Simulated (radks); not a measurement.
# Sn³⁺ in [Kr] 4d10 5s1: an all-electron calculation

One table from this session's results is given with a row withheld; the runs are named, their logs left out.

Method: Dirac Kohn-Sham, SOGGA, spin-unpolarised, spherical densities, point nucleus. Code: radks (a radial shooting solver on a logarithmic mesh, Libxc functionals) version 1.

**The atom as given**

* element: tin (Z = 50)
* charge: +3
* electrons: 47
* configuration: [Kr] 4d10 5s1

The outer shells:

Sn³⁺
```
[Kr] core
4d [↑↓][↑↓][↑↓][↑↓][↑↓]
5s [↑ ]
```

The first run:

Settings of this run:

```text
Z 50
configuration [Kr] 4d10 5s1 5p0 6s0
relativity Dirac
functional sogga,pbe
spin unpolarised
j_filling average
nucleus point
c 137.035999084
```

One table of the session follows, with a row left open; its other results are not shown here.

It belongs to the step «Shells». From the orbitals of this run (lengths in bohr):

```
level      <r>  outermost maximum (interpolated)  90 % within  nodes
1s1/2  0.02906                            0.0188       0.0522      0
2s1/2   0.1251                             0.106        0.194      1
2p1/2   0.1058                            0.0818        0.173      0
2p3/2   0.1112                            0.0863        0.181      0
3s1/2   0.3393                             0.308        0.499      2
3p1/2   0.3300                             0.294        0.497      1
3p3/2   0.3412                             0.304        0.513      1
3d3/2   0.3126                             0.249        0.493      0
3d5/2   0.3162                             0.252        0.498      0
4s1/2   0.8184                             0.746         1.19      3
4p1/2        ?                                 ?            ?      ?
4p3/2   0.8944                             0.797         1.32      2
4d3/2    1.073                             0.881         1.66      1
4d5/2    1.086                             0.890         1.68      1
5s1/2    2.116                              1.89         3.05      4
5p1/2    2.434                              2.15         3.53      3
5p3/2    2.506                              2.22         3.63      3
```

**Question.** Estimate the row for 4p1/2.

As computed: <r>: 0.8649; outermost maximum (interpolated): 0.772; 90 % within: 1.27; nodes: 2. In the column «<r>» it lies between 4s1/2 (0.8184) and 4p3/2 (0.8944).

Limits of these values: Spin polarisation and multiplet splitting are left out.
